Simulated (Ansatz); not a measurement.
This script drives Ansatz 0.2.0, Python API.

The script, `torsion_ch3brosi.py`:
```python
'''Rigid torsion scan of CH3BrOSi.'''

import ansatz
from ase import Atoms

atoms = Atoms(['C', 'O', 'Si', 'Br', 'H', 'H', 'H'], positions=[
    [0.0632, 0.8256, -0.1612],
    [0.9195, -0.223, -0.1963],
    [0.3087, -1.7498, -0.503],
    [-0.6314, -2.462, 1.3201],
    [0.5913, 1.7803, -0.0259],
    [-0.5118, 0.9855, -1.1305],
    [-0.6783, 0.7754, 0.6511],
])

# start the scan from a relaxed geometry
first = ansatz.Crystal.molecule_from_ase(atoms).calculation()
first = first.basis(gaussian='def2-SVP')
first = first.functional('HF')
first = first.scf(lower_state_search='off')
first = first.relax(force_tolerance=0.02, max_steps=80)
atoms.positions = first.run(threads=1).report['positions_ang']

start = atoms.get_dihedral(4, 0, 1, 2)
energies = {}
for turn in range(0, 360, 40):
    turned = atoms.copy()
    turned.set_dihedral(4, 0, 1, 2, start + turn, indices=[1, 2, 3])
    base = (
        ansatz.Crystal.molecule_from_ase(turned).calculation()
        .basis(gaussian='def2-SVP')  # atom-centred Gaussian functions
        .functional('HF')
        .scf(lower_state_search='off')
    )
    energies[round((start + turn) % 360)] = base.run(threads=1).report['free_energy_ev']
floor = min(energies.values())
print('dihedral H4-C0-O1-Si2 (deg)   E - E(min) (kJ/mol)')
for angle, e in sorted(energies.items()):
    print(f'{angle:8d} {96.485332 * (e - floor):14.3f}  ' + '#' * int(30 * (e - floor) / max(max(energies.values()) - floor, 1e-9)))
```

It is started by `python torsion_ch3brosi.py`. Estimate its wall time and peak memory on 1 thread of Arm Neoverse V1, on a shared host.

It took about 37 s, with a peak of 0.26 GiB, for 10 runs of the engine.

Output of `python torsion_ch3brosi.py`:
```text
dihedral H4-C0-O1-Si2 (deg)   E - E(min) (kJ/mol)
      10          0.986  ###################
      50          0.832  ################
      90          0.289  #####
     130          0.000
     170          0.459  #########
     210          0.728  ##############
     250          1.020  ####################
     290          1.522  ##############################
     330          1.365  ##########################
```

The settings weren't tested for convergence. The scan is rigid and the energies are electronic, in a modest basis. With rigid groups the curve can differ much from the relaxed path, the start wasn't checked as a minimum of this torsion, and equivalent turns needn't return to the same energy.

(Lines on the test bed's own set-up are left out of the output.)
